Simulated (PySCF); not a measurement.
# C6H5F: the cost of one run

The runs use PySCF 2.14.0, with density-fitted response routines of our own; the level of theory stands in each step. All values are computed, except where a source is named. Atoms are numbered from 0 throughout.

### 1 The molecule as given

12 atoms, charge 0, multiplicity 1; geometry from: GFN2-xTB. The atoms were then displaced at random by about 0.01 Å, so the start is not that level's minimum.

Bonds of the start (Å): C0–C1 1.22, C1–C2 1.45, C2–C3 1.48, C3–C4 1.50, C4–F5 1.36, C4–C6 1.49, C6–C2 1.48, C6–C3 1.51, C0–H7 1.04, C2–H8 1.08, C3–H9 1.06, C4–H10 1.10, C6–H11 1.07.

### 2 Relaxing the molecule at PBE0-D3(BJ)/def2-SVP

The job: settings as JSON, then the geometry in Å.

```
{"job": {"xc": "PBE0", "basis": "def2-SVP", "d3": "d3bj", "grid": 1, "shake": 0.01, "kind": "geom"}, "charge": 0, "multiplicity": 1}
C      1.976480     0.831400     1.511080
C      1.174260     0.790550     0.594490
C      0.242950     0.744020    -0.513960
C     -0.162540    -0.562690    -1.084060
C     -0.820600    -1.085780     0.162640
F     -1.779740    -2.036180     0.037710
C     -1.146950     0.284810    -0.318740
H      2.652400     0.917930     2.297690
H      0.413620     1.559670    -1.197100
H     -0.163390    -0.968310    -2.059940
H     -0.257940    -1.253310     1.091200
H     -2.088870     0.749610    -0.530040
```

Launch:

```sh
$ OMP_NUM_THREADS=1 python probes_run.py task.json out
```

One launch serves the whole session: the jobs run in the order shown.

**Question.** How long does this first job take on 1 thread of Arm Neoverse V1, shared host, and how much memory does it need?

About 32 s, with a peak of 0.52 GiB.
